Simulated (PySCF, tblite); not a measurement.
# C6H5N2 radical: geometry, infrared bands and EPR parameters

Aim: predict the infrared bands and EPR parameters of C6H5N2 radical (`C=C(C#N)[CH]CC#N`).

Computed with tblite 0.8.0 and PySCF 2.14.0, with density-fitted response routines of our own, on a single molecule in the gas phase. Atoms count from 0, in the outputs and in this text.

### Step 1. The starting structure

13 atoms, charge 0, multiplicity 2; geometry from: force field or distance geometry start.

Bonds of the start (Å): C0–C1 1.36, C1–C2 1.44, C2–N3 1.15, C1–C4 1.44, C4–C5 1.48, C5–C6 1.47, C6–N7 1.16, C0–H8 1.09, C0–H9 1.07, C4–H10 1.09, C5–H11 1.10, C5–H12 1.12.

### Step 2. Geometry optimisation with GFN2-xTB

The job: settings as JSON, then the geometry in Å.

```
{"job": {"kind": "relax", "xc": "GFN2-xTB", "basis": "xTB"}, "charge": 0, "multiplicity": 2}
C      1.680700    -1.000600     0.438300
C      0.929400    -0.103000    -0.251000
C      1.504900     1.209800    -0.374200
N      1.923600     2.275300    -0.489500
C     -0.356200    -0.393000    -0.821000
C     -1.533200     0.391200    -0.389200
C     -1.700300     0.184300     1.051700
N     -1.835700     0.021300     2.196500
H      1.245700    -1.993500     0.537700
H      2.624700    -0.723200     0.858000
H     -0.523400    -1.353800    -1.301400
H     -1.478000     1.461100    -0.619900
H     -2.486700     0.024500    -0.853900
```

The run is started by

```bash
> OMP_NUM_THREADS=1 python probes_run.py task.json out
```

One launch serves the whole session: the jobs run in the order shown.

The program printed:

```text
step      E/eV     max force
  0    -572.83269    2.736
  1    -572.72173    8.329
  2    -572.91810    0.658
  3    -572.93496    0.651
  4    -572.95316    1.505
  5    -572.97227    0.854
  6    -572.98171    0.293
  7    -572.99075    0.276
  8    -573.00290    0.607
  9    -573.01710    0.683
 10    -573.03530    0.489
 11    -573.06132    0.484
 12    -573.09612    0.731
 13    -573.13318    0.841
 14    -573.16034    0.591
 15    -573.17319    0.331
 16    -573.18205    0.374
 17    -573.19832    0.546
 18    -573.22109    0.726
 19    -573.24262    0.780
 20    -573.26093    0.408
 21    -573.27419    0.377
 22    -573.28122    0.490
 23    -573.28875    0.363
 24    -573.29603    0.199
 25    -573.30008    0.309
 26    -573.30660    0.401
 27    -573.31554    0.486
 28    -573.32697    0.341
 29    -573.33699    0.257
 30    -573.34584    0.247
 31    -573.35539    0.449
 32    -573.36846    0.353
 33    -573.37807    0.316
 34    -573.38407    0.502
 35    -573.38752    0.252
 36    -573.39101    0.285
 37    -573.39589    0.328
 38    -573.39883    0.207
 39    -573.40083    0.097
 40    -573.40212    0.090
 41    -573.40349    0.101
 42    -573.40488    0.103
 43    -573.40613    0.099
 44    -573.40720    0.125
 45    -573.40845    0.128
 46    -573.41000    0.121
 47    -573.41126    0.093
 48    -573.41203    0.084
 49    -573.41272    0.139
 50    -573.41352    0.078
 51    -573.41442    0.132
 52    -573.41507    0.072
 53    -573.41538    0.059
 54    -573.41556    0.044
 55    -573.41575    0.039
 56    -573.41588    0.039
 57    -573.41596    0.030
 58    -573.41600    0.025
 59    -573.41603    0.020
 60    -573.41606    0.035
 61    -573.41610    0.044
 62    -573.41615    0.038
 63    -573.41619    0.018
 64    -573.41622    0.017
 65    -573.41624    0.022
 66    -573.41627    0.026
 67    -573.41629    0.021
 68    -573.41632    0.021
 69    -573.41634    0.028
 70    -573.41639    0.033
 71    -573.41646    0.035
 72    -573.41655    0.031
 73    -573.41660    0.017
 74    -573.41663    0.022
 75    -573.41665    0.027
 76    -573.41669    0.032
 77    -573.41676    0.035
 78    -573.41688    0.036
 79    -573.41700    0.032
 80    -573.41712    0.032
 81    -573.41723    0.038
 82    -573.41737    0.050
 83    -573.41755    0.066
 84    -573.41773    0.082
 85    -573.41789    0.085
 86    -573.41804    0.083
 87    -573.41824    0.068
 88    -573.41854    0.056
 89    -573.41886    0.050
 90    -573.41902    0.140
 91    -573.41928    0.102
 92    -573.41943    0.058
 93    -573.41957    0.040
 94    -573.41960    0.015
 95    -573.41962    0.015
 96    -573.41963    0.006
```

It took 0.4 s on 1 thread of Arm Neoverse V2, shared host.

Along the way: (not every step is listed) (the energy doesn't fall at every step)

```tsv
step	energy from step 0 (eV)	largest force (eV/Å)
0	0.0000	2.7360
1	0.1110	8.3286
2	-0.0854	0.6577
3	-0.1023	0.6505
4	-0.1205	1.5047
5	-0.1396	0.8543
6	-0.1490	0.2927
7	-0.1581	0.2757
8	-0.1702	0.6067
16	-0.3494	0.3744
24	-0.4633	0.1994
32	-0.5358	0.3531
40	-0.5694	0.0902
48	-0.5793	0.0836
56	-0.5832	0.0385
64	-0.5835	0.0175
72	-0.5839	0.0314
80	-0.5844	0.0324
88	-0.5859	0.0557
91	-0.5866	0.1023
92	-0.5867	0.0579
93	-0.5869	0.0402
94	-0.5869	0.0153
95	-0.5869	0.0153
96	-0.5869	0.0065
```

Close pairs (by a distance rule), those that changed most:

```tsv
bond	before (Å)	after (Å)	change (Å)
C1–C4	1.436	1.389	-0.047
C5–H12	1.122	1.097	-0.025
C6–N7	1.164	1.142	-0.022
C0–C1	1.358	1.378	+0.019
C5–C6	1.465	1.449	-0.016
C0–H8	1.089	1.075	-0.014
C1–C2	1.439	1.426	-0.013
C4–C5	1.479	1.489	+0.011
```

The next job starts from the end point, and lists it.

### Step 3. Vibrational analysis with GFN2-xTB

The job: settings as JSON, then the geometry in Å.

```
{"job": {"kind": "ir", "xc": "GFN2-xTB", "basis": "xTB"}, "charge": 0, "multiplicity": 2}
C      1.997753    -1.119452     0.017969
C      0.979458    -0.202721    -0.124528
C      1.344276     1.173845    -0.189914
N      1.637158     2.279085    -0.249089
C     -0.365040    -0.536101    -0.224142
C     -1.464412     0.462239    -0.336451
C     -2.242645     0.432050     0.885325
N     -2.834732     0.380399     1.860339
H      1.784530    -2.171639     0.073596
H      3.023522    -0.805856     0.079796
H     -0.645778    -1.577302    -0.166852
H     -1.078212     1.475646    -0.480914
H     -2.140265     0.210294    -1.162862
```

The program printed:

```text
mode    cm-1     km/mol
  1      27.4      5.02
  2      83.5      5.88
  3     147.0      9.34
  4     230.3      1.64
  5     265.3      4.40
  6     272.7      2.80
  7     371.6      4.28
  8     413.7      0.29
  9     504.0      0.79
 10     524.9      3.63
 11     594.6      8.60
 12     615.4      3.62
 13     719.9      9.36
 14     771.6     34.93
 15     802.3      5.24
 16     894.2      9.32
 17     957.9      8.10
 18     973.2      3.90
 19    1092.8      0.54
 20    1144.1     16.02
 21    1221.5     14.95
 22    1280.7     23.95
 23    1351.3      3.02
 24    1398.6     11.68
 25    1442.8     13.71
 26    1456.6      2.24
 27    2389.5    140.16
 28    2410.0    252.71
 29    2916.8      6.78
 30    2967.6      2.51
 31    3090.0     18.21
 32    3123.5      5.39
 33    3165.2     11.58
```

It took 0.26 s on 1 thread of Arm Neoverse V2, shared host.

The strongest bands and the atoms that carry them (share of the mass-weighted mode):

```tsv
cm⁻¹	km/mol	atoms
772	34.9	H8 37 %, H9 34 %, C0 25 %
1144	16.0	H11 30 %, C4 29 %, C5 19 %
1222	14.9	H12 27 %, H11 22 %, H10 19 %, C5 18 %
1281	23.9	H10 31 %, H11 18 %, C1 17 %, C5 14 %
1443	13.7	C4 46 %, C1 34 %
2390	140.2	C2 60 %, N3 39 %
2410	252.7	C6 59 %, N7 39 %
3090	18.2	H10 92 %
```

### Step 4. EPR parameters: B3LYP/pcH-1

The job, as its differences from that of step 3:

```diff
@@ -1,2 +1,2 @@
-{"job": {"kind": "ir", "xc": "GFN2-xTB", "basis": "xTB"}, "charge": 0, "multiplicity": 2}
+{"job": {"kind": "epr", "basis": "pcH-1"}, "charge": 0, "multiplicity": 2}
 C      1.997753    -1.119452     0.017969
```

Level: UKS B3LYP, pcH-1 on C H N, non-relativistic, mean-field spin-orbit, GIAO.

The program printed:

```text
UKS, coarse grid
  cycle   1  E = -340.98294516  |g| = 4.30e-01
  cycle   2  E = -340.60801213  |g| = 1.02e+00
  cycle   3  E = -341.07254167  |g| = 8.24e-02
  cycle   4  E = -341.07580131  |g| = 3.32e-02
  cycle   5  E = -341.07646052  |g| = 1.03e-02
  cycle   6  E = -341.07651900  |g| = 8.27e-03
  cycle   7  E = -341.07655853  |g| = 4.63e-03
  cycle   8  E = -341.07657298  |g| = 1.52e-03
  cycle   9  E = -341.07657473  |g| = 9.43e-04
UKS, final grid
  cycle   1  E = -341.07657240  |g| = 1.65e-03
  cycle   2  E = -341.07656844  |g| = 3.23e-03
  cycle   3  E = -341.07657389  |g| = 4.12e-04
  cycle   4  E = -341.07657396  |g| = 1.12e-04
  cycle   5  E = -341.07657399  |g| = 8.20e-05
  cycle   6  E = -341.07657400  |g| = 1.16e-05
  cycle   7  E = -341.07657400  |g| = 6.14e-06
E = -341.07657400 Eh   <S^2> = 0.7838 (exact 0.7500)
g shifts (ppm)      1          2          3
  rmc          -142       -142       -142
  gc              2         39         26
  oz_so         -18        460        608
  total        -159        357        492
hyperfine (MHz)  atom isotope    a_iso     a_fc   dipolar eigenvalues
    0   13C      57.10      57.10    -52.80    -51.24    104.04
    1   13C     -51.88     -51.88    -29.69     11.93     17.77
    2   13C      12.05      12.05     -2.79     -0.19      2.98
    3   14N      -1.37      -1.37     -4.58      1.58      3.01
    4   13C      62.29      62.29    -54.63    -53.49    108.12
    5   13C     -20.21     -20.21     -1.57      0.54      1.03
    6   13C      55.63      55.63     -2.72     -2.08      4.79
    7   14N       0.45       0.45     -1.09     -0.49      1.58
    8    1H     -41.15     -41.15    -21.99     -2.06     24.05
    9    1H     -43.73     -43.73    -25.60     -0.78     26.39
   10    1H     -42.10     -42.10    -22.18     -2.56     24.74
   11    1H       3.08       3.08     -3.46     -2.62      6.08
   12    1H      58.36      58.36     -3.70     -2.74      6.44
```

Run time: 52 s. Hardware: 1 thread of Arm Neoverse V2, shared host; peak memory 0.91 GiB.

Principal g values 2.00216, 2.00268, 2.00281; g(iso) = 2.00255, against 2.00232 for a free electron.

Mean a(iso) over the nuclei that a row names, and the largest dipolar term of the row (other rows stand at the frozen geometry):

```tsv
nuclei	isotope	a(iso) (MHz)	a(iso) (G, at g = 2.0023)	largest dipolar term (MHz)
C4	13C	62.3	22.2	108.1
C0	13C	57.1	20.4	104.0
C6	13C	55.6	19.8	4.8
C1	13C	-51.9	-18.5	-29.7
H9	1H	-43.7	-15.6	26.4
H10	1H	-42.1	-15.0	24.7
H8	1H	-41.1	-14.7	24.0
H11, H12	1H	30.7	11.0	6.4
C5	13C	-20.2	-7.2	-1.6
C2	13C	12.0	4.3	3.0
N3	14N	-1.4	-0.5	-4.6
N7	14N	0.4	0.2	1.6
```

Mulliken spin populations:

C0 0.69; C1 -0.26; C2 0.04; N3 -0.06; C4 0.68; C5 -0.05; C6 0.01; N7 0.01; H8 -0.03; H9 -0.03; H10 -0.03; H11 0.00; H12 0.02

In first order the couplings over 0.8 MHz of 1H, 14N give 72 distinct lines over 68.2 G, if the averaged nuclei exchange fast.

The fields below are evaluated on a grid from the run's orbitals.

ELF in a plane through or near 6 of the atoms.

Values, 10 rows by 14 columns:
```
0.00 0.00 0.00 0.00 0.00 0.00 0.00 0.00 0.00 0.00 0.00 0.00 0.00 0.00
0.00 0.00 0.00 0.00 0.06 0.54 0.53 0.11 0.00 0.00 0.00 0.00 0.00 0.00
0.00 0.00 0.00 0.01 0.50 0.89 0.89 0.61 0.01 0.00 0.00 0.00 0.00 0.00
0.00 0.00 0.00 0.01 0.42 0.84 0.84 0.42 0.19 0.55 0.00 0.00 0.00 0.00
0.00 0.00 0.60 0.73 0.04 0.81 0.85 0.05 0.67 0.49 0.26 0.16 0.02 0.00
0.00 0.01 0.95 1.00 0.36 0.89 0.74 0.64 0.69 0.92 0.62 0.42 0.11 0.00
0.00 0.00 0.03 0.37 0.99 0.52 0.23 0.92 0.32 0.17 0.45 0.22 0.04 0.00
0.00 0.00 0.00 0.56 0.99 0.46 0.10 0.91 0.26 0.00 0.03 0.01 0.00 0.00
0.00 0.00 0.00 0.00 0.00 0.00 0.00 0.00 0.00 0.00 0.00 0.00 0.00 0.00
0.00 0.00 0.00 0.00 0.00 0.00 0.00 0.00 0.00 0.00 0.00 0.00 0.00 0.00
```
The map spans 11.4 Å across and 10.4 Å up, centred on the molecule. Atoms in the plane (x, y in Å): C0 (-2.2, -0.6), C1 (-1.0, 0.1), C2 (-1.0, 1.5), N3 (-1.0, 2.6), H8 (-2.3, -1.7), H9 (-3.1, -0.1).

On the surface of density 0.002 e/bohr³ the electrostatic potential runs, from the 1st to the 99th percentile, from -1.66 V near N7 to 1.66 V near H10.

The spin density lies nearest to C0, C4 about 32 % each; C1 10 % (beta excess).

### Step 5. Results

| quantity | value |
| --- | --- |
| strongest single infrared mode (GFN2-xTB) | 2410 cm⁻¹, 253 km/mol |
| zero-point energy (GFN2-xTB) | 56.6 kcal/mol |
| g(iso) (B3LYP) | 2.00255 |
| ⟨S²⟩ | 0.784 (exact 0.75) |
| largest a(iso) (averaged by class) | 13C on C4, 62.3 MHz |
| surface potential, 1st and 99th percentile | -1.66 V and 1.66 V |

**Reading.** Relaxing lowered the energy by 0.587 eV in 96 steps; the close pair that moved most is C1–C4, from 1.436 to 1.389 Å. No mode is imaginary among the 33: a minimum at this level. The strongest single mode, at 2410 cm⁻¹, moves mainly C6 and N7. GFN2-xTB is a fitted tight-binding method: band positions and strengths are rough. Its intensities can rank the bands wrongly. The largest spin populations lie on C0 (0.69 e), C4 (0.68 e). The isotropic g lies 0.2 ppt above the free-electron value.
